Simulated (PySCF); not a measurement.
**C3BN3: geometry, NMR shifts, spin-spin couplings and electronic excitations**

Aim: predict the NMR shifts, spin-spin couplings and electronic excitations of C3BN3 (`N#CB(C#N)C#N`).

The runs use PySCF 2.14.0, with density-fitted response routines of our own; the level of theory stands in each step. All values are computed, except where a source is named. Atoms count from 0, in the outputs and in this text.

## 1. The molecule as given

7 atoms, charge 0, multiplicity 1; geometry from: GFN2-xTB.

Bonds of the start (Å): N0–C1 1.15, C1–B2 1.52, B2–C3 1.52, C3–N4 1.15, B2–C5 1.52, C5–N6 1.15.

## 2. Optimising the geometry at PBE0-D3(BJ)/def2-SVP

Job settings and geometry (Å):

```
{"job": {"xc": "PBE0", "basis": "def2-SVP", "d3": "d3bj", "grid": 1, "kind": "geom"}, "charge": 0, "multiplicity": 1}
N     -0.194571     2.658774    -0.102008
C     -0.112316     1.515104    -0.064391
B     -0.000743     0.003194    -0.013027
C      1.366111    -0.653902     0.014001
N      2.400183    -1.150215     0.036229
C     -1.251918    -0.853923     0.013577
N     -2.196753    -1.504329     0.034391
```

**Question.** This job is followed by: GIAO PBE0/pcSseg-1 NMR shielding, non-relativistic, gas phase; B3LYP/pcJ-1 indirect spin-spin coupling, non-relativistic, gas phase; TDDFT CAM-B3LYP/def2-SVPD, vertical, gas phase, core orbitals frozen in the response; GIAO PBE/pcSseg-2 NMR shielding, non-relativistic, gas phase. Predict these results of the whole session: point group; rotational constants (main isotopes); 13C shifts against TMS (PBE0/pcSseg-1, means over atoms taken as alike); 15N shifts against NH3 (PBE0/pcSseg-1, means over atoms taken as alike); 11B shifts against BF3·OEt2 (PBE0/pcSseg-1); largest coupling of the table (B3LYP/pcJ-1); lowest singlet (CAM-B3LYP/def2-SVPD); brightest single state of those computed; lowest triplet; vertical ionisation energy (ΔSCF); vertical electron affinity (ΔSCF); range of the shift of C1.

The runs gave:

| quantity | value |
| --- | --- |
| point group | D3h |
| rotational constants (main isotopes) | 2.61, 2.60, 1.30 GHz |
| 13C shifts against TMS (PBE0/pcSseg-1, means over atoms taken as alike) | 129.1 ppm |
| 15N shifts against NH3 (PBE0/pcSseg-1, means over atoms taken as alike) | 410.1 ppm |
| 11B shifts against BF3·OEt2 (PBE0/pcSseg-1) | 19.7 ppm |
| largest coupling of the table (B3LYP/pcJ-1) | 1J(C,B) C1–B2, 109.8 Hz |
| lowest singlet (CAM-B3LYP/def2-SVPD) | 4.41 eV (281 nm), f = 0.000 |
| brightest single state of those computed | state 5, 5.42 eV, f = 0.156 |
| lowest triplet | 4.04 eV |
| vertical ionisation energy (ΔSCF) | 13.54 eV |
| vertical electron affinity (ΔSCF) | 3.45 eV |
| range of the shift of C1 | 129.1 to 133.2 ppm |

**Reading.** Over 2 steps the energy fell by 0.042 eV; of the close pairs, C5–N6 changed most, 1.147 to 1.161 Å. No frequency check was run at this level, so the end point may be a saddle. At PBE0/pcSseg-1: Shielding is most anisotropic at N0, N4, N6 (span 532 ppm, paramagnetic term -478 ppm). Of the pairs tabulated at B3LYP/pcJ-1, C1–B2 (mean over like pairs) couples most strongly (109.8 Hz; Fermi contact 111.2 Hz). The first singlet state (HOMO→LUMO 0.96) lies at 4.41 eV and is dark; of the 10 states computed, the strongest absorption comes from states 4 to 5 together at 5.42 eV. The lowest triplet lies 0.37 eV below the lowest singlet (triplets in Tamm-Dancoff, singlets in full TDDFT). The orbital energy would give 12.51 eV for ionisation, ΔSCF gives 13.54 eV. In ppm, C1 (with its like atoms) moves most: its shift spreads over 4.2 ppm, from 129.1 (PBE0/pcSseg-1) to 133.2 (PBE/pcSseg-2).
